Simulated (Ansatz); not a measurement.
# ZnCd2O3: the cost of one run

Method: DFT PBE, scalar-relativistic, plane waves, PAW, in Ansatz 0.2.0.

**1. The system as given**

Symmetry: P3m1, No. 156, trigonal system. The conventional cell has a = 3.483 Å, b = 3.483 Å, c = 8.722 Å, α = 90.00°, β = 90.00°, γ = 120.00°. Zn (site symmetry 3m) is surrounded by 4 O at 1.96 to 2.09 Å. Around Cd (site symmetry 3m) lie 4 O at 2.20 to 2.22 Å. Cd (site symmetry 3m) has 4 O at 2.19 to 2.20 Å in its first shell of neighbours. O (site symmetry 3m) is surrounded by 4 Cd at 2.20 Å. Around O (site symmetry 3m) lie 1 Zn at 1.96 Å and 3 Cd at 2.19 Å. Around O (site symmetry 3m) lie 3 Zn at 2.09 Å and 1 Cd at 2.22 Å.

Structure file:

```
CELL_PARAMETERS angstrom
3.48343 0.00000 0.00000
-1.74172 3.01674 0.00000
0.00000 0.00000 8.72212
ATOMIC_POSITIONS crystal
Zn 0.00000 0.00000 0.33459
Cd 0.33333 0.66667 0.01422
Cd 0.66667 0.33333 0.66007
O 0.66667 0.33333 0.91230
O 0.00000 0.00000 0.55969
O 0.33333 0.66667 0.26913
```

The cell was relaxed beforehand at this level, from a generated guess; it needn't be the stable form of this composition. At a tolerance of 0.05 Å it has space group P3m1 (No. 156); it has 15.28 Å³/atom, an uncorrected energy of -1.10 eV/atom over the elements.

**2. Static run: bands, density of states and charges**

The input, input.yaml:

```yaml
crystal:
  lattice:
    - [3.4834302315, 0.0, 0.0]
    - [-1.7417151157, 3.0167390728, 0.0]
    - [0.0, 0.0, 8.7221184]
  atoms:
    - { symbol: Zn, position: [0.0, 0.0, 0.334585] }
    - { symbol: Cd, position: [0.3333333333, 0.6666666667, 0.014219] }
    - { symbol: Cd, position: [0.6666666667, 0.3333333333, 0.660075] }
    - { symbol: O, position: [0.6666666667, 0.3333333333, 0.912302] }
    - { symbol: O, position: [0.0, 0.0, 0.55969] }
    - { symbol: O, position: [0.3333333333, 0.6666666667, 0.269129] }
basis:
  ecutwfc: 420
kpoints:
  mp_grid: { grid: [12, 12, 6] }
  band_path:
    path:
      - [[0.0, 0.0, 0.0], [0.5, 0.0, 0.0], [0.33333333, 0.33333333, 0.0], [0.0, 0.0, 0.0], [0.0, 0.0, 0.5], [0.5, 0.0, 0.5], [0.33333333, 0.33333333, 0.5], [0.0, 0.0, 0.5]]
      - [[0.5, 0.0, 0.5], [0.5, 0.0, 0.0]]
      - [[0.33333333, 0.33333333, 0.5], [0.33333333, 0.33333333, 0.0]]
    npoints: 14
hamiltonian:
  xc: pbe
scf:
  occupations: { method: gaussian, width: 0.1 }
  n_extra_bands: 15
output:
  forces: true
  stress: true
  eigenvalues: true
  populations: true
  dos: { projected: true, de: 0.02, nscf_kmesh: { grid: [15, 15, 8] } }
  bader: true
  write_density: true
  write_potential: true
  elf: true
  volumetric_format: npy
```

On the command line:

```bash
$ ansatz run input.yaml --threads 4 --pin off --max-ram 8192MiB --backend cpu --events-out ev --progress --plain --runs-dir out
```

Q: Estimate wall time and peak memory on 4 threads of Intel Xeon 6975P-C (Granite Rapids), shared host.

About 24 s, with a peak of 0.91 GiB.
